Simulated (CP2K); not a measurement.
# Pd in CP2K: work function with PBE

Aim: the work function of Pd with PBE.

All numbers are computed with CP2K 2026.2; they aren't measurements. Logs are shortened: lines on timing, memory, paths and dates and some standing lists are left out, and cuts for length are marked.

### 1 The cell of the first run

The cell holds a slab with vacuum, 6 atoms: a = 2.751 Å, b = 2.751 Å, c = 24.724 Å, α = 90.00°, β = 90.00°, γ = 90.00°.

### 2 Work function, PBE (the (1 0 0) slab of Pd, cut from the database cell, not relaxed)

The input, pd_workfunction.inp:

```
&GLOBAL
  PROJECT pd_workfunction
  RUN_TYPE ENERGY_FORCE
  PRINT_LEVEL LOW
&END GLOBAL
&FORCE_EVAL
  METHOD QS
  &DFT
    BASIS_SET_FILE_NAME BASIS_MOLOPT_UZH
    POTENTIAL_FILE_NAME POTENTIAL_UZH
    &MGRID
      CUTOFF 500
      REL_CUTOFF 60
      NGRIDS 4
    &END MGRID
    &QS
      METHOD GPW
      EPS_DEFAULT 1.0E-10
    &END QS
    &KPOINTS
      SCHEME MONKHORST-PACK 10 10 1
      GAMMA_CENTERED T
      SYMMETRY T
      SYMMETRY_BACKEND SPGLIB
    &END KPOINTS
    &SCF
      SCF_GUESS ATOMIC
      EPS_SCF 1.0E-6
      MAX_SCF 100
      ADDED_MOS 36
      CHOLESKY OFF
      EPS_EIGVAL 1.0E-7
      &DIAGONALIZATION ON
        ALGORITHM STANDARD
      &END DIAGONALIZATION
      &MIXING ON
        METHOD BROYDEN_MIXING
        ALPHA 0.2
        BETA 1.5
        NBUFFER 8
      &END MIXING
      &SMEAR ON
        METHOD FERMI_DIRAC
        ELECTRONIC_TEMPERATURE [K] 580.226
      &END SMEAR
    &END SCF
    &XC
      &XC_FUNCTIONAL PBE
      &END XC_FUNCTIONAL
    &END XC
    &PRINT
      &KPOINTS ON
      &END KPOINTS
      &MULLIKEN ON
      &END MULLIKEN
      &MO ON
        ENERGIES T
        OCCUPATION_NUMBERS T
        &EACH
          QS_SCF 0
        &END EACH
        ADD_LAST NUMERIC
      &END MO
      &LOWDIN ON
      &END LOWDIN
      &HIRSHFELD ON
        SHAPE_FUNCTION DENSITY
      &END HIRSHFELD
      &E_DENSITY_CUBE ON
        STRIDE 2
      &END E_DENSITY_CUBE
      &V_HARTREE_CUBE ON
        STRIDE 2
      &END V_HARTREE_CUBE
      &ELF_CUBE ON
        STRIDE 2
      &END ELF_CUBE
    &END PRINT
  &END DFT
  &SUBSYS
    &CELL
      ABC 2.7505039575 2.7505039575 24.7245000000
      ALPHA_BETA_GAMMA 90.0000000000 90.0000000000 90.0000000000
      PERIODIC XYZ
    &END CELL
    &COORD
      SCALED
      Pd  0.5000000000 0.5000000000 0.3033428381
      Pd  0.0000000000 0.0000000000 0.3820057028
      Pd  0.5000000000 0.5000000000 0.4606685676
      Pd  0.0000000000 0.0000000000 0.5393314324
      Pd  0.5000000000 0.5000000000 0.6179942972
      Pd  0.0000000000 0.0000000000 0.6966571619
    &END COORD
    &KIND Pd
      BASIS_SET TZVP-MOLOPT-PBE-GTH-q18
      POTENTIAL GTH-PBE-q18
    &END KIND
    &PRINT
      &ATOMIC_COORDINATES ON
      &END ATOMIC_COORDINATES
      &CELL ON
      &END CELL
    &END PRINT
  &END SUBSYS
  &PRINT
    &FORCES ON
    &END FORCES
  &END PRINT
&END FORCE_EVAL
```

Potentials or basis: POTENTIAL_UZH Pd GTH-PBE-q18; TZVP-MOLOPT-PBE-GTH basis.

Started as:

```bash
$ OMP_NUM_THREADS=1 mpirun -n 2 cp2k.psmp -i pd_workfunction.inp -o pd_workfunction.out
```

pd_workfunction.out:

```text

 CP2K| version string:                                       CP2K version 2026.2
 CP2K| Input file name                                       pd_workfunction.inp

 GLOBAL| Force Environment number                                              1
 GLOBAL| Basis set file name                                    BASIS_MOLOPT_UZH
 GLOBAL| Potential file name                                       POTENTIAL_UZH
 GLOBAL| MM Potential file name                                     MM_POTENTIAL
 GLOBAL| Coordinate file name                                      __STD_INPUT__
 GLOBAL| Method name                                                        CP2K
 GLOBAL| Project name                                            pd_workfunction
 GLOBAL| Run type                                                   ENERGY_FORCE
 GLOBAL| FFT library                                                       FFTW3
 GLOBAL| Diagonalization library                                       ScaLAPACK
 GLOBAL| Cholesky decomposition library                                ScaLAPACK
 GLOBAL| DGEMM library                                                      BLAS
 GLOBAL| Direct generalized diagonalization requested                          F
 GLOBAL| Matrix multiplication library                                 ScaLAPACK
 GLOBAL| Global print level                                                  LOW
 GLOBAL| Total number of message passing processes                             2
 GLOBAL| Number of threads for this process                                    1
 GLOBAL| CPU model name                                                  UNKNOWN

 CELL| Volume [angstrom^3]:                                           187.047568
 CELL| Vector a [angstrom]:       2.751     0.000     0.000   |a| =     2.750504
 CELL| Vector b [angstrom]:       0.000     2.751     0.000   |b| =     2.750504
 CELL| Vector c [angstrom]:       0.000     0.000    24.725   |c| =    24.724500
 CELL| Angle (b,c), alpha [degree]:                                    90.000000
 CELL| Angle (a,c), beta  [degree]:                                    90.000000
 CELL| Angle (a,b), gamma [degree]:                                    90.000000
 CELL| Numerically orthorhombic:                                             YES
 CELL| Periodicity                                                           XYZ

 CELL_REF| Volume [angstrom^3]:                                       187.047568
 CELL_REF| Vector a [angstrom     2.751     0.000     0.000   |a| =     2.750504
 CELL_REF| Vector b [angstrom     0.000     2.751     0.000   |b| =     2.750504
 CELL_REF| Vector c [angstrom     0.000     0.000    24.725   |c| =    24.724500
 CELL_REF| Angle (b,c), alpha [degree]:                                90.000000
 CELL_REF| Angle (a,c), beta  [degree]:                                90.000000
 CELL_REF| Angle (a,b), gamma [degree]:                                90.000000
 CELL_REF| Numerically orthorhombic:                                         YES
 CELL_REF| Periodicity                                                       XYZ

[... 8 lines left out ...]
 TOTAL NUMBERS AND MAXIMUM NUMBERS

  Total number of            - Atomic kinds:                                   1
                             - Atoms:                                          6
                             - Shell sets:                                     6
                             - Shells:                                        66
[... 143 lines left out ...]
  Fermi energy:                                                 0.16199662277341

  Total energy:                                              -759.87768617125664
  Total energy (extrapolated to T->0):                       -759.87577227236409

 MO| EIGENVALUES AND OCCUPATION NUMBERS FOR K POINT 1
 MO|
 MO|  Index      Eigenvalue [a.u.]        Eigenvalue [eV]             Occupation
 MO|      1              -2.924982             -79.592812               2.000000
 MO|      2              -2.924842             -79.588995               2.000000
 MO|      3              -2.923963             -79.565087               2.000000
 MO|      4              -2.923963             -79.565087               2.000000
 MO|      5              -2.904855             -79.045133               2.000000
 MO|      6              -2.904855             -79.045133               2.000000
[... 1330 lines left out ...]
 MO|     89               1.117312              30.403612               0.000000
 MO|     90               1.155227              31.435319               0.000000
 MO| Sum:                                                             110.361991
 MO| E(Fermi):            0.161997 a.u.          4.408152 eV

 [... the levels of further k-points ...]

 The electron density is written in Cube    file format to the file:

 pd_workfunction-ELECTRON_DENSITY-1_0.cube

 !-----------------------------------------------------------------------------!
                     Mulliken Population Analysis

 #  Atom  Element  Kind  Atomic population                           Net charge
       1     Pd       1         17.985205                              0.014795
       2     Pd       1         18.016095                             -0.016095
       3     Pd       1         17.998700                              0.001300
       4     Pd       1         17.998700                              0.001300
       5     Pd       1         18.016096                             -0.016096
       6     Pd       1         17.985205                              0.014795
 # Total charge                            108.000000                 -0.000000

 !-----------------------------------------------------------------------------!

 !-----------------------------------------------------------------------------!
                           Hirshfeld Charges

  #Atom  Element  Kind  Ref Charge     Population                    Net charge
      1       Pd     1      18.000         18.017                        -0.017
      2       Pd     1      18.000         17.984                         0.016
      3       Pd     1      18.000         17.999                         0.001
      4       Pd     1      18.000         17.999                         0.001
      5       Pd     1      18.000         17.984                         0.016
      6       Pd     1      18.000         18.017                        -0.017

  Total Charge                                                            0.000
 !-----------------------------------------------------------------------------!

 LOWDIN POPULATION ANALYSIS

 #  Atom  Element  Kind  Atomic population                           Net charge
       1     Pd       1         17.921654                              0.078346
       2     Pd       1         18.072958                             -0.072958
       3     Pd       1         18.005388                             -0.005388
       4     Pd       1         18.005388                             -0.005388
       5     Pd       1         18.072958                             -0.072958
       6     Pd       1         17.921654                              0.078346
 # Total charge                            108.000000                 -0.000000

               ----- ELF is computed on the real space grid -----

 ELF is written in Cube    file format to the file:

 pd_workfunction-ELF_S1-1_0.cube

 ENERGY| Total FORCE_EVAL ( QS ) energy [hartree]           -759.877698384511518

 FORCES| Atomic forces [hartree/bohr]
 FORCES|   Atom     x               y               z               |f|
 FORCES|      1 -1.90155507E-10 -1.90179127E-10 -6.05017900E-03   6.05017900E-03
 FORCES|      2  2.65419942E-10  2.65388427E-10 -1.65000157E-03   1.65000157E-03
 FORCES|      3 -2.80195806E-10 -2.80207341E-10 -8.27330107E-04   8.27330107E-04
 FORCES|      4  2.82817144E-10  2.82821253E-10  8.27317638E-04   8.27317638E-04
 FORCES|      5 -2.62849978E-10 -2.62786289E-10  1.64999214E-03   1.64999214E-03
 FORCES|      6  1.91003998E-10  1.91004781E-10  6.05020090E-03   6.05020090E-03
 FORCES| Sum     6.03979411E-12  6.04170355E-12 -2.09037215E-12
 FORCES| Total atomic force                                       8.79493891E-12
```

It took 2.9 min on 2 MPI ranks of Arm Neoverse V1, shared host.

Results:

| Property | Result |
| --- | --- |
| Free energy | -20677.3237 eV |
| Largest force | 0.311 eV/Å |
| Band gap on the k mesh | none (metal or under the smearing width) |
| Work function | 5.07 eV |
| Work function of the upper face | 5.07 eV |
| Work function of the lower face | 5.07 eV |

Forces on the atoms (eV/Å):
```
Pd   0.000  0.000 -0.311
Pd   0.000  0.000 -0.085
Pd   0.000  0.000 -0.043
Pd   0.000  0.000  0.043
Pd   0.000  0.000  0.085
Pd   0.000  0.000  0.311
```

Levels at points of the mesh, in eV from the Fermi level:
```csv
k point,band 51,band 52,band 53,band 54,band 55,band 56,band 57,band 58
"(0.00, 0.00, 0.00)",-0.63,-0.33,-0.18,-0.18,-0.06,0.00,0.18,0.19
"(0.00, 0.50, 0.00)",-0.34,-0.34,-0.07,-0.07,1.45,1.45,2.12,2.12
"(0.50, 0.50, 0.00)",0.32,0.32,0.66,0.66,3.94,3.94,5.53,5.53
```

Caveat: the basis of atomic orbitals isn't converged, which shifts pressures, moduli and gaps.
